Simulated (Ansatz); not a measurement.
# CH5BO2: how energies converge with the basis set

One table from this session's results is given with a row withheld; the runs are named, their logs left out.

Program: Ansatz 0.2.0, Gaussian basis. Level of theory: one geometry, several basis sets. These are calculated values, not measurements.

Levels to be run: PBE0-D4/def2-SVP; ωB97M-V/def2-SVP; PBE0-D4/def2-QZVPP; ωB97M-V/def2-QZVPP; the functionals' def2-TZVPP values are taken from earlier runs.

## The geometry

All runs share one geometry, relaxed beforehand with PBE0-D4 in a triple-zeta def2 set.

SMILES `COBO`, 9 atoms, charge 0, spin multiplicity 1.

Atoms are counted from 1 here; the program's logs count them from 0.

Bond lengths: C1–O2 1.410 Å, C1–H5 1.094 Å, C1–H6 1.092 Å, C1–H7 1.092 Å, O2–B3 1.356 Å, B3–O4 1.356 Å, B3–H8 1.199 Å, O4–H9 0.962 Å. Angles: O2–C1–H5 111.5°, O2–C1–H6 109.2°, O2–C1–H7 109.3°, H5–C1–H6 109.1°, H5–C1–H7 109.0°, H6–C1–H7 108.7°, C1–O2–B3 121.7°, O2–B3–O4 119.6°, O2–B3–H8 121.8°, O4–B3–H8 118.6°, B3–O4–H9 112.1°.

The first run:

Contents of in.yaml:

```yaml
crystal:
  periodic: [false, false, false]
  atoms:
    - {symbol: C, position_ang: [0.281801, 0.801930, -1.057378]}
    - {symbol: O, position_ang: [-0.113540, 0.454841, 0.251012]}
    - {symbol: B, position_ang: [-0.134881, -0.834065, 0.671604]}
    - {symbol: O, position_ang: [-0.524615, -1.118502, 1.938460]}
    - {symbol: H, position_ang: [0.568104, -0.079798, -1.637578]}
    - {symbol: H, position_ang: [1.131364, 1.486428, -1.006191]}
    - {symbol: H, position_ang: [-0.544781, 1.307520, -1.561652]}
    - {symbol: H, position_ang: [0.183901, -1.738397, -0.047577]}
    - {symbol: H, position_ang: [-0.758852, -0.326256, 2.432200]}
basis:
  gaussian: {orbitals: def2-SVP}
hamiltonian: {xc: pbe0, dispersion: d4}
output: {orbitals: {seedname: orbitals}}
```

Steps of the session up to this table: PBE0-D4 in def2-SVP; ωB97M-V in def2-SVP; PBE0-D4 in def2-QZVPP; ωB97M-V in def2-QZVPP.

One table of the session follows, with a row left open; its other results are not shown here.

It belongs to the step «Density functionals: the series». 

| functional | basis | HOMO (eV) | LUMO (eV) |
| --- | --- | --- | --- |
| PBE0-D4 | def2-SVP | ? | ? |
| PBE0-D4 | def2-TZVPP | -8.64 | 0.93 |
| PBE0-D4 | def2-QZVPP | -8.67 | 0.73 |
| ωB97M-V | def2-SVP | -10.87 | 3.46 |
| ωB97M-V | def2-TZVPP | -11.04 | 2.56 |
| ωB97M-V | def2-QZVPP | -11.07 | 1.84 |

Q: Estimate the row for PBE0-D4, def2-SVP from the others.

**Answer.** HOMO (eV): -8.48; LUMO (eV): 1.38. In the column «HOMO (eV)» it is the highest.
